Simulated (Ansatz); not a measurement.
**C₄H₈Br₂: one species, many methods**

How much do the methods differ for C₄H₈Br₂? The plan is to run it at one geometry with functionals of several rungs and with coupled cluster. The yardstick is the atomisation energy at the CCSD(T) limit.

Computed with Ansatz 0.2.0, Gaussian basis. Level: functionals in def2-TZVPP, the program's frozen cores in correlated methods.

Levels to be run: LDA (SPW92), PBE-D4, revPBE-D4, BLYP-D4, r2SCAN-D4, B97M-V, PBE0-D4, B3LYP-D4, r2SCANh-D4, r2SCAN0-D4, HSE06-D4, BHLYP-D4, CAM-B3LYP-D4, LC-ωPBE, ωB97X-V, ωB97M-V, B2PLYP, PBE-QIDH; CCSD(T)/def2-SVP; CCSD(T)/def2-TZVPP; MP2/def2-QZVPP; extrapolation to the limit; RPA on PBE.

**1. Structure used throughout**

An earlier PBE0-D4 in a triple-zeta def2 set relaxation fixed the geometry.

SMILES `CC(Br)CCBr`, 14 atoms, charge 0, spin multiplicity 1.

Atoms are counted from 1 here; the program's logs count them from 0.

Bond lengths: C1–C2 1.508 Å, C1–H7 1.090 Å, C1–H8 1.095 Å, C1–H9 1.092 Å, C2–Br3 1.969 Å, C2–C4 1.513 Å, C2–H10 1.090 Å, C4–C5 1.508 Å, C4–H11 1.096 Å, C4–H12 1.096 Å, C5–Br6 1.950 Å, C5–H13 1.087 Å, C5–H14 1.088 Å. Angles: C2–C1–H7 111.3°, C2–C1–H8 109.2°, C2–C1–H9 111.2°, H7–C1–H8 108.3°, H7–C1–H9 108.4°, H8–C1–H9 108.3°, C1–C2–Br3 109.1°, C1–C2–C4 112.9°, C1–C2–H10 111.1°, Br3–C2–C4 109.8°, Br3–C2–H10 103.4°, C4–C2–H10 110.2°, C2–C4–C5 115.8°, C2–C4–H11 107.5°, C2–C4–H12 109.1°, C5–C4–H11 109.3°, C5–C4–H12 107.9°, H11–C4–H12 106.9° and more.

Coordinates:

```mol
C4H8Br2
  3D, bonds by distance, orders not assigned

 14 13  0  0  0  0  0  0  0  0999 V2000
   -1.8902   -0.2114   -0.4856 C   0  0
   -0.6604    0.2043    0.2826 C   0  0
   -0.8124   -0.4331    2.1388 Br  0  0
    0.6208   -0.3140   -0.3330 C   0  0
    1.8974    0.1389    0.3294 C   0  0
    2.1364    2.0706    0.2167 Br  0  0
   -2.7975    0.1685   -0.0164 H   0  0
   -1.8338    0.1917   -1.5018 H   0  0
   -1.9651   -1.2988   -0.5509 H   0  0
   -0.6133    1.2877    0.3914 H   0  0
    0.6285   -0.0056   -1.3847 H   0  0
    0.6067   -1.4103   -0.3216 H   0  0
    2.7710   -0.2895   -0.1561 H   0  0
    1.9118   -0.0989    1.3911 H   0  0
  1  2  8  0
  2  3  8  0
  2  4  8  0
  4  5  8  0
  5  6  8  0
  1  7  8  0
  1  8  8  0
  1  9  8  0
  2 10  8  0
  4 11  8  0
  4 12  8  0
  5 13  8  0
  5 14  8  0
M  END
```

**2. LDA**

This LDA is Slater exchange with PW92 correlation.

in.yaml reads:

```yaml
crystal:
  periodic: [false, false, false]
  atoms:
    - {symbol: C, position_ang: [-1.890165, -0.211353, -0.485577]}
    - {symbol: C, position_ang: [-0.660379, 0.204267, 0.282581]}
    - {symbol: Br, position_ang: [-0.812399, -0.433148, 2.138844]}
    - {symbol: C, position_ang: [0.620813, -0.313974, -0.333033]}
    - {symbol: C, position_ang: [1.897410, 0.138859, 0.329448]}
    - {symbol: Br, position_ang: [2.136401, 2.070640, 0.216737]}
    - {symbol: H, position_ang: [-2.797474, 0.168460, -0.016361]}
    - {symbol: H, position_ang: [-1.833819, 0.191659, -1.501784]}
    - {symbol: H, position_ang: [-1.965129, -1.298763, -0.550943]}
    - {symbol: H, position_ang: [-0.613321, 1.287671, 0.391440]}
    - {symbol: H, position_ang: [0.628548, -0.005631, -1.384710]}
    - {symbol: H, position_ang: [0.606746, -1.410315, -0.321628]}
    - {symbol: H, position_ang: [2.770964, -0.289495, -0.156103]}
    - {symbol: H, position_ang: [1.911805, -0.098873, 1.391100]}
basis:
  gaussian: {orbitals: def2-TZVPP}
hamiltonian: {xc: lda}
output: {orbitals: {seedname: orbitals}}
```

Started as:

```
ansatz run in.yaml --threads 2 --pin off --events-out ev --progress --plain --max-ram 32768MiB --backend cuda --devices 0, --max-vram 18GiB
```

Further steps of the session: PBE-D4 (GGA); revPBE-D4 (GGA); BLYP-D4 (GGA); r2SCAN-D4 (meta-GGA); B97M-V (meta-GGA); B3LYP-D4 (hybrid); r2SCANh-D4 (hybrid); r2SCAN0-D4 (hybrid); HSE06-D4 (hybrid); BHLYP-D4 (hybrid); CAM-B3LYP-D4 (range-separated); LC-ωPBE (range-separated); ωB97X-V (range-separated); ωB97M-V (range-separated); B2PLYP (double hybrid); PBE-QIDH (double hybrid); CCSD(T) in def2-SVP; CCSD(T) in def2-TZVPP; MP2 in def2-QZVPP; RPA on PBE orbitals.

Before running them: what should the planned runs give, taken together? Wanted: atomisation energy, CCSD(T)/CBS; farthest beyond LDA; mean size of error, GGA; mean size of error, meta-GGA; mean size of error, hybrid; mean size of error, range-separated; mean size of error, double hybrid; gap, smallest and largest; T1 diagnostic.

**Answer**, as computed:

| quantity | value |
| --- | --- |
| atomisation energy, CCSD(T)/CBS | 53.961 eV |
| functionals within 0.540 eV (1.0 %) | revPBE-D4, r2SCAN-D4, B97M-V, PBE0-D4, B3LYP-D4, r2SCANh-D4, r2SCAN0-D4, HSE06-D4, CAM-B3LYP-D4, LC-ωPBE, ωB97X-V, ωB97M-V, PBE-QIDH |
| farthest beyond LDA | BHLYP-D4 (-1.553 eV) |
| mean size of error, GGA | 0.592 eV |
| mean size of error, meta-GGA | 0.115 eV |
| mean size of error, hybrid | 0.535 eV |
| mean size of error, range-separated | 0.215 eV |
| mean size of error, double hybrid | 0.431 eV |
| gap, smallest and largest | 5.42 eV (LDA (SPW92)), 12.97 eV (LC-ωPBE) |
| T1 diagnostic | 0.0081 |
| triples share of the correlation energy | 3.8 % |

In words: The LDA atomisation energy is off by 7.644 eV (14 %): it overbinds. PBE-D4 is off by +1.039 eV. Double hybrids carry the basis error of their MP2 part in triple zeta, and no dispersion term here, so their miss is partly the set-up's. The rungs meta-GGA, range-separated, double hybrid, hybrid miss on average by less than the doubt on the reference (0.540 eV), so they tie. Misses under about 0.540 eV are within the doubt on the reference itself, which lacks core-valence correlation, relativity and higher excitations, and its outer-core shells are covered unevenly. All levels share the lack of spin-orbit coupling, which lowers the free heavy atoms and so the true binding. Hartree-Fock recovers 74 % of the binding; the rest is correlation. CCSD(T) in def2-SVP is off by -2.467 eV, worse than the median functional, from the basis alone. The gap grows from 5.4 to 13.0 eV across the functionals, mostly with the share of exact exchange. Correlated methods include outer-core shells of Br, which these sets cover unevenly.
